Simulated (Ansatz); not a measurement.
# CO2: the cost of one run

Program: Ansatz 0.2.0. Level of theory: DFT, r2SCAN, plane-wave PAW, default files, scalar-relativistic, as far as a step names no other. These are calculated values, not measurements.

**1. The starting structure**

The structure is orthorhombic, space group Pbcn (No. 60). Conventional cell: a = 4.785 Å, b = 6.316 Å, c = 5.679 Å, α = 90.00°, β = 90.00°, γ = 90.00°. C (site symmetry 2) is surrounded by 2 O at 1.16 Å. O (site symmetry 1) is surrounded by 1 C at 1.16 Å.

As a file:

```
C O
1.0
     4.78455    0.00000    0.00000
     0.00000    6.31554    0.00000
     0.00000    0.00000    5.67889
C O
4 8
Cartesian
  2.3923 5.3918 4.2592
  0.0000 2.2340 4.2592
  0.0000 4.0815 1.4197
  2.3923 0.9237 1.4197
  3.3560 0.9193 0.7738
  1.4286 0.9193 2.0657
  3.8209 4.0771 0.7738
  0.9637 2.2384 4.9051
  0.9637 4.0771 2.0657
  3.8209 2.2384 3.6132
  3.3560 5.3962 3.6132
  1.4286 5.3962 4.9051
```

The earlier run gave: gap on the mesh 7.36 eV, largest force 0.008 eV/Å, pressure 0.4 GPa.

Like atoms gathered into sites:

| site | atoms | first shell | V_zz (10²¹ V/m²) | η | C_Q (MHz) |
| --- | --- | --- | --- | --- | --- |
| C | 1, 2, 3, 4 | 2 O at 1.16 Å, angle 180° | -3.58 | 0.01 | – |
| O | 5, 6, 7, 8, … | 1 C at 1.16 Å | 7.32 | 0.03 | -4.53 (¹⁷O) |

V_zz is the principal component of the electric field gradient with the largest magnitude, η = (V_xx − V_yy)/V_zz and C_Q = eQV_zz/h. Nuclear quadrupole moments: year-2017 set (Pyykkö). A dash under C_Q marks elements without a common quadrupolar isotope.

**2. Trying other settings (crystal.symmetry = detect: false, scf.mixing.preconditioner = local_kerker, scf.initial_density.chi_scale = 0.3)**

input.yaml

```yaml
crystal:
  lattice:
    - [4.78454533, 0.0, 0.0]
    - [0.0, 6.31553964, 0.0]
    - [0.0, 0.0, 5.67889084]
  atoms:
    - { symbol: C, position: [0.5, 0.8537385453, 0.75] }
    - { symbol: C, position: [0.0, 0.3537385453, 0.75] }
    - { symbol: C, position: [0.0, 0.6462614547, 0.25] }
    - { symbol: C, position: [0.5, 0.1462614547, 0.25] }
    - { symbol: O, position: [0.701416957, 0.1455655134, 0.1362541725] }
    - { symbol: O, position: [0.298583043, 0.1455655134, 0.3637458275] }
    - { symbol: O, position: [0.798583043, 0.6455655134, 0.1362541725] }
    - { symbol: O, position: [0.201416957, 0.3544344866, 0.8637458275] }
    - { symbol: O, position: [0.201416957, 0.6455655134, 0.3637458275] }
    - { symbol: O, position: [0.798583043, 0.3544344866, 0.6362541725] }
    - { symbol: O, position: [0.701416957, 0.8544344866, 0.6362541725] }
    - { symbol: O, position: [0.298583043, 0.8544344866, 0.8637458275] }
  symmetry: { detect: false }
kpoints:
  mp_grid: { grid: [5, 4, 4] }
scf:
  occupations: { method: fermi_dirac, width: 0.02 }
  mixing: { preconditioner: local_kerker }
  initial_density: { chi_scale: 0.3 }
hamiltonian:
  xc: r2scan
  pseudopotentials: { kind: paw }
output:
  forces: true
  stress: true
  populations: true
  efg: { quadrupole_moments_barn: { O: -0.02558 }, contact_densities: true }
  write_density: true
  write_potential: true
  elf: true
  volumetric_format: npy
```

Launch:

```sh
$ ansatz run input.yaml --threads 1 --pin off --max-ram 3072MiB --backend cpu --events-out ev --progress --plain --runs-dir out
```

Q: Estimate wall time and peak memory on 1 thread of Arm Neoverse V2, shared host.

About 84 s, with a peak of 0.73 GiB.
